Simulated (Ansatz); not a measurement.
# K: optics and the fine band structure

Aim: levels on a fine mesh, and what follows from them: optical spectra of independent particles, band edges or the Fermi surface. Runs: cell and atoms relaxed (PAW); reference run (PAW and LAPW).

This is K in the fcc structure; at room conditions it is bcc.

Computed with Ansatz 0.2.0 (DFT LDA, frozen-core PAW and all-electron LAPW, scalar-relativistic unless said, unless a step's input says otherwise).

**1. Starting point**

It takes space group Fm-3m (No. 225, cubic). Conventional cell: a = 5.048 Å, b = 5.048 Å, c = 5.048 Å, α = 90.00°, β = 90.00°, γ = 90.00°. Around K (site symmetry m-3m) lie 12 K at 3.57 Å.

As a file:

```
CELL_PARAMETERS angstrom
0.00000 2.52400 2.52400
2.52400 0.00000 2.52400
2.52400 2.52400 0.00000
ATOMIC_POSITIONS crystal
K 0.00000 0.00000 0.00000
```

Cartesian axes are those of the input's lattice vectors. The structure goes back to a database entry.

**2. Cell and atoms relaxed, PAW**

Input file input.yaml:

```yaml
crystal:
  lattice:
    - [0.0, 2.524, 2.524]
    - [2.524, 0.0, 2.524]
    - [2.524, 2.524, 0.0]
  atoms:
    - { symbol: K, position: [0.0, 0.0, 0.0] }
kpoints:
  mp_grid: { grid: [12, 12, 12] }
scf:
  occupations: { method: fermi_dirac, width: 0.08 }
hamiltonian:
  xc: lda
  pseudopotentials: { kind: paw }
relax:
  f_tol: 0.002
  max_steps: 80
  cell: {}
output:
  forces: true
  stress: true
```

On the command line:

```console
ansatz run input.yaml --threads 1 --pin off --max-ram 3072MiB --backend cpu --events-out ev --progress --plain --runs-dir out
```

**4. Reference run, fine mesh, PAW**

Input file input.yaml:

```yaml
crystal:
  lattice:
    - [0.0, 3.18033271123, 3.18033271123]
    - [3.18033271123, 0.0, 3.18033271123]
    - [3.18033271123, 3.18033271123, 0.0]
  atoms:
    - { symbol: K, position: [0.0, 0.0, 0.0] }
kpoints:
  mp_grid: { grid: [12, 12, 12] }
scf:
  occupations: { method: fermi_dirac, width: 0.08 }
hamiltonian:
  xc: lda
  pseudopotentials: { kind: paw }
output:
  forces: true
  stress: true
  eigenvalues: true
  eigenstates:
    nscf_kmesh: { grid: [20, 20, 20] }
    de_dk: true
    e_range: [-14, 14]
  optics:
    e_range: [0, 20]
    de: 0.2
    sigma: 0.15
    bands: { spectra_wanted_up_to: 20 }
    nscf_kmesh: { grid: [20, 20, 20] }
    drude_damping: 0.1
checkpoint:
  write: ck
  write_wavefunctions: false
```

**5. Reference run, fine mesh, LAPW**

Changes to input.yaml since step 4:

```diff
@@ -13,3 +13,3 @@
   xc: lda
-  pseudopotentials: { kind: paw }
+  pseudopotentials: { kind: all_electron, lapw: { basis_error: 0.001 } }
 output:
```

(Steps that only read results are left out.)

Q: Predict the outcome of this session. Wanted: states at the Fermi level; bare Sommerfeld coefficient; plasma energy; peak of the loss function along x.

The runs gave:

| quantity | value |
| --- | --- |
| states at the Fermi level (PAW) | 0.74 per eV and atom |
| bare Sommerfeld coefficient | 1.74 mJ/(K² mol of atoms) |
| plasma energy (x, y, z) | 4.4, 4.4, 4.4 eV |
| peak of the loss function along x | 3.9 eV |

In words: It is a metal with 1 band crossing the Fermi level, 0.74 states per eV and atom there and a mean speed of 0.81 × 10⁶ m/s. These are bare band values on this mesh, without coupling to phonons. The spectra hold no excitons and no local fields. Cautions: frozen-core PAW files fitted under PBE, their cores solved anew for the functional of the run; these sums move with the mesh, by several per cent and more for small sheets.
